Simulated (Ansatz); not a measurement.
Crystal: Mg5As.

```
CELL_PARAMETERS angstrom
5.13845 0.00000 0.00000
0.00000 1.65325 7.71577
0.00000 -1.65325 7.71577
ATOMIC_POSITIONS crystal
As 0.50000 0.77540 0.77540
Mg 0.50000 0.12007 0.12007
Mg 0.50000 0.44093 0.44093
Mg 0.00000 0.00032 0.00032
Mg 0.00000 0.66788 0.66788
Mg 0.00000 0.32873 0.32873
```

The cell comes from a database or a generator and needn't be the stable form of this composition.

* Program: Ansatz 0.2.0
* Task: single point
* Functional: PBE
* Potentials or basis: Ansatz PAW
* Cutoff: 420 eV (not typed: the program's choice for these potentials)
* k mesh: 5 × 8 × 8
* Occupations: fermi-dirac, width 0.05 eV
* Spin: no spin polarisation

On this cell: pressure 0.0 GPa; largest force 0.096 eV/Å; band gap on the k mesh none (metal or under the smearing width).

The same run follows on a disturbed copy (atoms moved at random, drawn with an rms of 0.05 Å):

```
As Mg
1.0
     5.13845    0.00000    0.00000
     0.00000    1.65325    7.71577
     0.00000   -1.65325    7.71577
As Mg
1 5
Direct
  0.50475 0.79586 0.75486
  0.50518 0.10899 0.13144
  0.50761 0.44447 0.44349
  0.99477 0.99717 0.00455
  0.99714 0.66955 0.67346
  0.00926 0.32965 0.32331
```

Problem. What changes?

Solution. The energy (extrapolated to zero smearing) moves by +5.2 meV/atom; pressure 0.1 GPa; largest force 0.388 eV/Å; band gap on the k mesh none (metal or under the smearing width).

Forces on the atoms (eV/Å):
```
As  -0.024 -0.066  0.055
Mg  -0.136  0.083  0.055
Mg  -0.112 -0.024 -0.083
Mg   0.178  0.024  0.022
Mg   0.089  0.006 -0.377
Mg   0.005 -0.023  0.328
```

Stress tensor (GPa, compression positive):
```
-0.42 -0.01  0.18
-0.01  0.37 -0.21
 0.18 -0.21  0.37
```
